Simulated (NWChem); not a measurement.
# M06-2X/def2-TZVPD (core potential) run of InHCl2 (SMILES [Cl][InH][Cl])

What is the electronic atomisation energy of InHCl2 at M06-2X/def2-TZVPD (core potential)? 

Program for the calculation: NWChem 7.3.0.

### Step 1. The system as given

InHCl2 has 4 atoms, charge 0, and is taken as a singlet. SMILES: `[Cl][InH][Cl]`. The shape is that of a PBE0-D4/def2-TZVP optimisation.

Bond lengths: Cl1–In2 2.312 Å, In2–Cl3 2.312 Å, In2–H4 1.694 Å. Angles: Cl1–In2–Cl3 111.9°, Cl1–In2–H4 124.1°, Cl3–In2–H4 124.1°.

### Step 2. The energy at M06-2X/def2-TZVPD (core potential) (run 1)

cl2hin.nw reads:

```
echo
start cl2hin
title "Cl2HIn"
memory total 2200 mb
charge 0
geometry units angstrom noautosym nocenter noautoz
 Cl    -1.807300     0.708800    -0.992600
 In     0.149700     0.132200     0.095600
 Cl     0.538000    -2.146000     0.019800
 H      1.175200     1.244600     0.856900
end
basis spherical bse
 * library def2-TZVPD
end
ecp bse
 In library def2-TZVPD
end
dft
 xc m06-2x
 grid fine
 convergence energy 1e-08
 iterations 100
 mulliken
 noprint "final vectors analysis"
end
task dft
```

Started as:

```console
$ nwchem cl2hin.nw > cl2hin.out
```

Standard output:

```text
[...]
          Wavefunction type:  closed shell.
          No. of atoms     :     4
          No. of electrons :    56
[...]
          Charge           :     0
          Spin multiplicity:     1
[...]
          AO basis - number of functions:   157
[...]
              XC Information
              --------------
                       M06-2X Method XC Functional
                     Hartree-Fock (Exact) Exchange  0.540
                        M06-2X Exchange Functional  1.000
                      M06-2X Correlation Potential  1.000
[...]
 d= 0,ls=0.0,diis     1  -1111.1083661121 -1.33D+03  6.15D-03  1.04D+00     9.2
[...]
 d= 0,ls=0.0,diis     8  -1111.1614367283 -6.44D-09  7.13D-07  3.19D-08    59.2
         Total DFT energy =    -1111.161436728272
      One electron energy =    -2035.544270093371
           Coulomb energy =      783.056219491242
    Exchange-Corr. energy =      -73.627132880085
 Nuclear repulsion energy =      214.953746753942
[...]
      Total Density - Mulliken Population Analysis
     ---------------------------------------------
    Atom       Charge   Shell Charges
 -----------   ------   -------------------------------------------------------
    1 Cl  17    17.48   2.01  0.43  1.53  1.12  0.85  0.03  4.20  1.66  1.14  2.79  1.64  0.06  0.00  0.02  0.00  0.00
    2 In  21    19.93   0.39 -0.82  1.57  0.85  0.75  0.16  0.00 -0.41  6.39  0.56  0.29 -0.02  8.90  1.10  0.15 -0.01  0.00  0.05
    3 Cl  17    17.48   2.01  0.43  1.53  1.12  0.85  0.03  4.20  1.66  1.14  2.79  1.64  0.06  0.00  0.02  0.00  0.00
    4 H    1     1.12   0.22  0.52  0.36  0.01  0.01
[...]
```

Wall time 60 s (1 thread of Intel Xeon Platinum 8252C at 3.80GHz (Skylake/Cascade Lake), shared host); peak memory 0.13 GiB.

### Step 3. The Cl atom, same level (run 2)

cl.nw reads:

```
start cl
memory stack 880 mb heap 220 mb global 1100 mb

geometry units au noautosym nocenter noautoz
Cl  0.00000000  0.00000000  0.00000000
end

basis spherical bse
Cl library def2-TZVPD
end

dft
xc m06-2x
mult 2
grid fine
convergence energy 1e-08
maxiter 100
mulliken
print low
end

task dft energy
```

Run the same way, it converges to -460.13313 Eh (log not shown).

### Step 4. The H atom at the same level (run 3)

work.nw reads:

```
start work
title "H"
memory 2200 mb

geometry units bohr noautosym nocenter noautoz
H      0.00000000     0.00000000     0.00000000
end

basis spherical bse
* library def2-TZVPD
end

dft
xc m06-2x
mult 2
grid fine
convergence energy 1e-08
maxiter 100
mulliken
print low
end

task dft energy
```

Run the same way, it converges to -0.49814 Eh (log not shown).

### Step 5. The In atom, same level (run 4)

mol.nw reads:

```
start mol
title "In M06-2X"
memory 2200 mb
geometry units angstrom noautosym nocenter noautoz
   In    0.000000    0.000000    0.000000
end
basis spherical bse
   * library def2-TZVPD
end
ecp bse
   In library def2-TZVPD
end
dft
   xc m06-2x
   mult 2
   grid fine
   convergence energy 1e-08
   maxiter 100
   mulliken
   print low
end
task dft energy
```

Started as:

```console
$ nwchem mol.nw > mol.out
```

Standard output:

```text
[...]
 d= 0,ls=0.0,diis     1   -190.0369226816 -1.90D+02  6.70D-03  7.36D-03     1.1
[...]
 d= 0,ls=0.0,diis     9   -190.0472698865 -1.69D-09  9.49D-07  1.39D-10     7.4
[...]
         Total DFT energy =     -190.047269886546
      One electron energy =     -334.812499927548
           Coulomb energy =      161.396830230200
    Exchange-Corr. energy =      -16.631600189198
 Nuclear repulsion energy =        0.000000000000
[...]
      Total Density - Mulliken Population Analysis
     ---------------------------------------------
    Atom       Charge   Shell Charges
 -----------   ------   -------------------------------------------------------
    1 In  21    21.00   0.41 -0.85  1.61  0.84  1.07  0.91  0.01 -0.41  6.37  0.25  0.56  0.22  8.88  1.08  0.04 -0.00  0.00  0.00
     --------------------------------------------
      Spin Density - Mulliken Population Analysis
     --------------------------------------------
    Atom       Charge   Shell Charges
 -----------   ------   -------------------------------------------------------
    1 In  21     1.00  -0.00 -0.00 -0.00 -0.00  0.05 -0.03 -0.01 -0.00  0.00  0.21  0.57  0.22 -0.03  0.02  0.00  0.00 -0.00  0.00
[...]
      <S2> =      0.7553 (Exact =     0.7500)
[...]
```

It took 8.1 s on 1 thread of Intel Xeon Platinum 8252C at 3.80GHz (Skylake/Cascade Lake), shared host; peak memory 0.11 GiB.

### Step 6. All runs side by side

| run | level | core potential | partner | energy (Eh) | wall time |
| --- | --- | --- | --- | --- | --- |
| 1 | M06-2X/def2-TZVPD (core potential) | def2-TZVPD | base | -1111.161437 | 60 s |
| 2 | UM06-2X/def2-TZVPD | – | atoms | -460.133126 | 3.3 s |
| 3 | UM06-2X/def2-TZVPD | – | atoms | -0.498139 | 0.62 s |
| 4 | UM06-2X/def2-TZVPD (core potential) | def2-TZVPD | atoms | -190.047270 | 8.1 s |

### Step 7. Summary of results

Level: M06-2X/def2-TZVPD (core potential).

| quantity | value |
| --- | --- |
| In atom: total energy | -190.04727 Eh |
| In atom: ⟨S²⟩ | 0.755 |
| electronic atomisation energy | 9.518 eV |

Taking the molecule apart into free atoms costs 9.52 eV (219 kcal/mol), before zero-point energy and without spin-orbit coupling. All runs together took 72 s, the longest 60 s.
